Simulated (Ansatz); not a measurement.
Relaxation of a periodic cell of 17 atoms, Rb16O (host Rb, host structure bcc, interstitial O), to a largest force component of 0.03 eV/Å in at most 60 steps.

Computed with DFT PBEsol, scalar-relativistic, plane waves, PAW in Ansatz. Settings: cutoff 420 eV, k mesh 2x2x2, fermi-dirac smearing 0.05 eV, no spin polarisation.

```xyz
17
Lattice="11.1800 0.0000 0.0000 0.0000 11.1800 0.0000 0.0000 0.0000 11.1800" Properties=species:S:1:pos:R:3
Rb 0.000 0.000 0.000
Rb 5.590 0.000 0.000
Rb 0.000 5.590 0.000
Rb 0.000 0.000 5.590
Rb 2.795 2.795 2.795
Rb 5.590 5.590 0.000
Rb 5.590 0.000 5.590
Rb 8.385 2.795 2.795
Rb 0.000 5.590 5.590
Rb 2.795 8.385 2.795
Rb 2.795 2.795 8.385
Rb 5.590 5.590 5.590
Rb 8.385 8.385 2.795
Rb 8.385 2.795 8.385
Rb 2.795 8.385 8.385
Rb 8.385 8.385 8.385
O -0.101 2.840 6.988
```

Q: Where does it end, and by what steps?

A: It converged. The force dipped under the threshold on the way, but the program's further checks kept it going. Limits of this set-up: coarse k mesh, a small cell, in which the defect meets its images, a typed lattice constant that wasn't relaxed here. After 6 steps the energy has fallen by 1.402 eV; Rb11 moved furthest, 0.64 Å.

```csv
step,energy less start (eV),largest force component (eV/Å),accepted
0,0.0000,0.747,yes
1,-0.5884,0.677,yes
2,-1.1020,0.537,yes
3,-1.3246,0.265,yes
4,-1.3417,0.419,yes
5,-1.4019,0.011,yes
6,-1.4019,0.011,yes
```

```xyz
17
Lattice="11.1800 0.0000 0.0000 0.0000 11.1800 0.0000 0.0000 0.0000 11.1800" Properties=species:S:1:pos:R:3
Rb -0.006 -0.161 0.185
Rb 5.582 -0.073 -0.218
Rb -0.005 5.757 0.189
Rb -0.005 0.636 5.683
Rb 2.950 2.798 2.613
Rb 5.582 5.668 -0.217
Rb 5.584 0.174 5.744
Rb 8.213 2.797 2.603
Rb -0.004 4.959 5.680
Rb 2.865 8.389 3.013
Rb 2.158 2.796 8.292
Rb 5.584 5.421 5.743
Rb 8.303 8.388 3.012
Rb 9.012 2.796 8.297
Rb 2.618 8.388 8.231
Rb 8.550 8.388 8.233
O -0.005 2.797 6.987
```

Whether the end is a true minimum wasn't checked by a vibrational analysis.

Time of the run: 55 s on 4 threads of Intel(R) Xeon(R) Platinum 8488C (Sapphire Rapids), with other jobs on the host, peak memory 3 GiB.
